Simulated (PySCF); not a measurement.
# Cl6Ta ([TaCl6]-): the cost of one run

Computed with PySCF 2.14.0 and routines of our own; the level stands in each step. Atoms count from 0.

3 further runs of the same task are left out: 3 for a basis unfit for spin-orbit shieldings.

## Step 1: The system as given

7 atoms, charge -1, multiplicity 1; geometry from: GFN2-xTB.

## Step 2: NMR shieldings: PBE/x2c-SVPall-2c Ta:us-x2c-SVPall-2c, spin-free

The job: settings as JSON, then the geometry in Å.

```
{"job": {"xc": "PBE", "basis": {"default": "x2c-SVPall-2c", "Ta": "us-x2c-SVPall-2c"}, "rel": "sf", "kind": "hnmr"}, "charge": -1, "multiplicity": 1}
Ta     0.000230     0.000150     0.000010
Cl    -0.007370     0.000390     2.357180
Cl     0.030560     0.018810    -2.356860
Cl     2.357080    -0.002360     0.013860
Cl    -2.356700    -0.017070    -0.024130
Cl    -0.019610     2.357100     0.013990
Cl    -0.004190    -2.357010    -0.004050
```

With the program's defaults for keys left out, this is: PBE/x2c-SVPall-2c Ta:us-x2c-SVPall-2c GIAO NMR shielding, spin-free X2C, Gaussian nuclei, gas phase.

Started as:

```sh
$ OMP_NUM_THREADS=1 python heavy_run.py task.json out
```

The driver reads the jobs from task.json and runs them one after another.

Q: Estimate the wall time and peak memory of this first job on 1 thread of Intel Xeon Platinum 8375C at 2.90GHz, shared host.

About 57 s, with a peak of 1.3 GiB.
